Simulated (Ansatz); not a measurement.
What does this script print? It uses Ansatz 0.2.0 through its Python package.

`lattice.py`:
```python
# -*- coding: utf-8 -*-
"""Relaxed cell of TiAl under several functionals."""

import warnings

import ansatz
import numpy as np

def edges_and_angles(cell):
    cell = np.asarray(cell)
    a, b, c = np.linalg.norm(cell, axis=1)
    cosines = cell[1] @ cell[2] / (b * c), cell[0] @ cell[2] / (a * c), cell[0] @ cell[1] / (a * b)
    return (a, b, c, *np.degrees(np.arccos(cosines)))

warnings.simplefilter("ignore", ansatz.DeckWarning)

lattice = ansatz.Lattice.of(
    [2.867262, 0.0, 0.0],
    [-1.433631, 2.483122, 0.0],
    [0.0, 0.0, 4.678083],
)
sites = [
    ("Ti", [0.0, 0.0, 0.0]),
    ("Al", [1 / 3, 2 / 3, 0.5]),
]
xtal = ansatz.Crystal(lattice=lattice)
for symbol, position in sites:
    xtal = xtal.atom(symbol, position)

setup = (
    xtal.calculation()
    .basis(28 * ansatz.Ry)
    .accuracy("medium")
    .kpoints(11, 11, 6)
    .occupations("Gaussian", width=100 * ansatz.meV)
    .scf(extra_bands=8, self_checks="low")
    .relax(cell=True, force_tolerance=0.05, max_displacement=0.05)
)

levels = [("blyp", "d3bj"), ("pbesol", "d3bj"), ("lda", "none")]
print("level            a       b       c    alpha   beta  gamma  V/atom  steps")
for name, dispersion in levels:
    seen = []
    run = setup.functional(name, dispersion=dispersion).session().plan()
    done = run.execute(on_event=lambda e: seen.append(e) if e["event"] == "relax_step" else None)
    cell = done.lattice.cell_ang
    label = name if dispersion == "none" else f"{name}+{dispersion}"
    print("{:13s} {:7.4f} {:7.4f} {:7.4f} {:6.2f} {:6.2f} {:6.2f}".format(label, *edges_and_angles(cell)), f"{abs(np.linalg.det(cell)) / len(done.lattice.sites):7.3f} {len(seen):5d}")
```

```console
$ python lattice.py
level            a       b       c    alpha   beta  gamma  V/atom  steps
blyp+d3bj      2.7890  2.7890  4.5614  90.00  90.00 120.00  15.364     8
pbesol+d3bj    2.8027  2.8027  4.5689  90.00  90.00 120.00  15.541     7
lda            2.8123  2.8123  4.5875  90.00  90.00 120.00  15.710     7
```

From smallest to largest: BLYP+D3BJ (15.36 Å³ an atom, -7.7 % against the start), PBEsol+D3BJ (15.54 Å³ an atom, -6.7 % against the start) and LDA (15.71 Å³ an atom, -5.7 % against the start). The spread is 2.3 % in volume.

Caveats:
- The settings weren't tested for convergence.
- The cutoff lies under the one recommended for these potentials.
- Forces vanish by symmetry, so the ions can't move, and the end may be a saddle.
- BLYP and dispersion corrections can be off by several per cent in the lattices of metals, and by several GPa in the pressure at a fixed cell.
- The mesh is modest for a metal, so energies can be off by several to tens of meV an atom and pressures by half a GPa or more; differences at equal mesh fare better.
- This cell is a computed structure, which may not be the phase found in nature.
- The script silences the warnings on its input, which a real study should read.
- The whole script took 47 s on 1 thread of Arm Neoverse V1 (shared host), peak memory 0.41 GiB.
